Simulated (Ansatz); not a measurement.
**AlBeH2 (doublet): wave-function methods side by side at distance Al1–H3 = 1.458 Å, 6-31G**

Aim: climb from Hartree-Fock through coupled cluster and multireference methods for AlBeH2 (doublet) at one geometry and basis, and see what each rung misses.

The runs use Ansatz 0.2.0, Gaussian basis; 6-31G, core rule «outside noble gas», up to 6 orbitals frozen.

The runs, in order: UHF; CCSD(T) on ROHF; CCSD(T) on UHF; BCCD(T) on ROHF; CISD as a restricted active space (open shells left free, so some higher excitations enter); CCSDT(Q) on ROHF; CCSDT(Q) on UHF; CCSDTQ on ROHF; CASSCF and MRCISD+Q, 3 electrons in 3 orbitals; CASSCF and NEVPT2, 3 electrons in 3 orbitals; CASSCF and MRCISD+Q, 7 electrons in 10 orbitals; CASSCF and NEVPT2, 7 electrons in 10 orbitals; Full CI.

19 further runs of the same task are left out: 14 that didn't finish, 5 set aside as unsound or not needed. Runs told in other sessions of the task aren't counted.

## 1. What is computed

The geometry derives from a PBE0/def2-TZVP stationary point (not a proven minimum). One bond is set to the value named and the two fragments are kept rigid.

4 atoms, charge 0, spin multiplicity 2.

Atoms are counted from 1 here; the program's logs count them from 0.

Bond lengths: Al1–H3 1.458 Å, Be2–H4 1.345 Å.

Coordinates:

```
atom   x (Å)    y (Å)    z (Å)
 Al1  0.0000  -0.0846   0.6153
 Be2  0.0000   0.1481  -1.6919
  H3  0.0000   0.9026   1.6882
  H4  0.0000   0.0386  -3.0322
```

## 2. UHF

Contents of in.yaml:

```yaml
crystal:
  periodic: [false, false, false]
  atoms:
    - {symbol: Al, position_ang: [0.000000, -0.084635, 0.615321]}
    - {symbol: Be, position_ang: [0.000000, 0.148119, -1.691895]}
    - {symbol: H, position_ang: [0.000000, 0.902613, 1.688217]}
    - {symbol: H, position_ang: [0.000000, 0.038610, -3.032181]}
basis:
  gaussian: {orbitals: 6-31G}
magnetization: {spin_polarized: true, initial_magnetization: 1}
hamiltonian: {xc: hf}
output: {orbitals: {seedname: orbitals}}
```

Started as:

```sh
ansatz run in.yaml --threads 1 --pin off --events-out ev --progress --plain --max-ram 2393MiB
```

After this run come: CCSD(T) on ROHF; CCSD(T) on UHF; BCCD(T) on ROHF; CISD as a restricted active space (open shells left free, so some higher excitations enter); CCSDT(Q) on ROHF; CCSDT(Q) on UHF; CCSDTQ on ROHF; CASSCF and MRCISD+Q, 3 electrons in 3 orbitals; CASSCF and NEVPT2, 3 electrons in 3 orbitals; CASSCF and MRCISD+Q, 7 electrons in 10 orbitals; CASSCF and NEVPT2, 7 electrons in 10 orbitals; Full CI.

Q: Predict the results of all the runs planned. Wanted: FCI from the RHF energy; RMP2 from FCI; UMP2 from FCI; RCCSD from FCI; RCCSD(T) from FCI; UCCSD(T) from FCI; RCCSDT(Q) from FCI; UCCSDT(Q) from FCI; NEVPT2 pair from FCI.

The runs gave:

| quantity | value |
| --- | --- |
| FCI from the ROHF energy | -1.9178 eV |
| RMP2 from FCI | +59.9 kJ/mol |
| UMP2 from FCI | +58.8 kJ/mol |
| RCCSD from FCI | +4.8 kJ/mol |
| RCCSD(T) from FCI | +1.8 kJ/mol |
| UCCSD(T) from FCI | +1.7 kJ/mol |
| RCCSDT(Q) from FCI | +0.1 kJ/mol |
| UCCSDT(Q) from FCI | 0.0 kJ/mol |
| NEVPT2 pair from FCI | +52.5 kJ/mol |
| MRCISD+Q pair from FCI | +0.1 kJ/mol |
| NEVPT2 valence from FCI | +15.1 kJ/mol |
| levels within 1 kcal/mol (43 meV) | RCCSD(T), UCCSD(T), BCCD(T), RCCSDT, UCCSDT, RCCSDT(Q), UCCSDT(Q), RCCSDTQ, MRCISD+Q pair, MRCISD valence, MRCISD+Q valence |
| T1 diagnostic | 0.027 |
| effectively unpaired electrons | 1.03 |

In words: RCCSD(T) misses by +1.8 kJ/mol, 1.0 % of the correlation energy. One determinant dominates. Of the multireference levels listed MRCISD+Q pair comes nearest in total energy (+0.1 kJ/mol), which doesn't show that its space is the better one. These misses are within one basis, not against nature; the frozen cores of restricted and unrestricted runs differ, which can shift their rows.

Levels on UHF freeze UHF's core orbitals, full CI those of ROHF, so the U rows can settle a little off it for that reason alone.

With open shells the CI space here admits some higher excitations, so it is larger than plain CISD.
